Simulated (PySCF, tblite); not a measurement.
**C₅H₁₀AlBO: geometry, infrared bands and NMR shifts**

Wanted: the infrared bands and NMR shifts of C₅H₁₀AlBO (`C[O][AlH][C@@H]1BCC=C1`), by calculation.

Programs: tblite 0.8.0 and PySCF 2.14.0, with density-fitted response routines of our own. Each step states its level of theory. These are calculated values for one molecule in the gas phase, unless marked as measured. Atoms count from 0, in the outputs and in this text.

### 1 The molecule as given

18 atoms, charge 0, multiplicity 1; geometry from: force field or distance geometry start.

Bonds of the start (Å): C0–O1 1.41, O1–Al2 1.83, Al2–C3 1.98, C3–B4 1.59, B4–C5 1.58, C5–C6 1.48, C6–C7 1.32, C7–C3 1.49, C0–H8 1.11, C0–H9 1.11, C0–H10 1.10, Al2–H11 1.60, C3–H12 1.14, B4–H13 1.17, C5–H14 1.13, C5–H15 1.10, C6–H16 1.10, C7–H17 1.08.

### 2 Relaxing the molecule with GFN2-xTB

Job settings and geometry (Å):

```
{"job": {"kind": "relax", "xc": "GFN2-xTB", "basis": "xTB"}, "charge": 0, "multiplicity": 1}
C      3.513700     0.498100    -0.133100
O      2.140900     0.719300     0.128600
Al     1.111200    -0.650900    -0.514600
C     -0.769800    -0.971700     0.022400
B     -1.751400    -0.888900    -1.228800
C     -2.275600     0.604700    -1.174200
C     -2.124800     0.913800     0.265500
C     -1.327400     0.081400     0.912300
H      4.001000     1.477300     0.040800
H      3.632000     0.178800    -1.187600
H      3.858600    -0.252400     0.589900
H      1.852500    -1.848400    -1.269000
H     -0.903800    -2.006100     0.487500
H     -2.329800    -1.785500    -1.702300
H     -1.571700     1.309400    -1.709400
H     -3.311100     0.716900    -1.526700
H     -2.635900     1.760000     0.748200
H     -1.117500     0.150600     1.973900
```

Launch:

```
$ OMP_NUM_THREADS=1 python probes_run.py task.json out
```

This one command runs all jobs of the session in turn.

**Question.** This job is followed by: GFN2-xTB harmonic vibrations, gas phase; GIAO PBE0/pcSseg-1 NMR shielding, non-relativistic, gas phase. Predict these results of the whole session: strongest single infrared mode (GFN2-xTB); zero-point energy (GFN2-xTB); ¹³C shifts against TMS (PBE0/pcSseg-1); ¹H shifts against TMS (PBE0/pcSseg-1, means over atoms taken as alike); ¹⁷O shifts against H2O (PBE0/pcSseg-1); ²⁷Al shifts against AlH4- (PBE0/pcSseg-1); ¹¹B shifts against BF3·OEt2 (PBE0/pcSseg-1); surface potential, 1st and 99th percentile.

As calculated:

| quantity | value |
| --- | --- |
| strongest single infrared mode (GFN2-xTB) | 1846 cm⁻¹, 486 km/mol |
| zero-point energy (GFN2-xTB) | 84.0 kcal/mol |
| ¹³C shifts against TMS (PBE0/pcSseg-1) | 146.7, 141.8, 115.0, 58.2, 42.2 ppm |
| ¹H shifts against TMS (PBE0/pcSseg-1, means over atoms taken as alike) | 7.58, 6.83, 6.80, 6.08, 4.49, 4.16, 2.63, 2.34 ppm |
| ¹⁷O shifts against H2O (PBE0/pcSseg-1) | 70.1 ppm |
| ²⁷Al shifts against AlH4- (PBE0/pcSseg-1) | 106.4 ppm |
| ¹¹B shifts against BF3·OEt2 (PBE0/pcSseg-1) | 66.5 ppm |
| surface potential, 1st and 99th percentile | -0.74 V and 2.07 V |

**Reading.** Relaxing lowered the energy by 1.419 eV in 159 steps; the close pair that moved most is Al2–B4, from 2.960 to 2.410 Å. All 48 modes are real, so the xTB geometry is a minimum. The strongest single mode, at 1846 cm⁻¹, moves mainly H11. Unscaled tight-binding wavenumbers are off by several per cent, some by more. Its intensities can rank the bands wrongly. At PBE0/pcSseg-1, counted by nearest atom on the grid, the HOMO lies on C6 28 %; C3, C7 about 16 % each, the LUMO on Al2 26 %; B4 23 %.
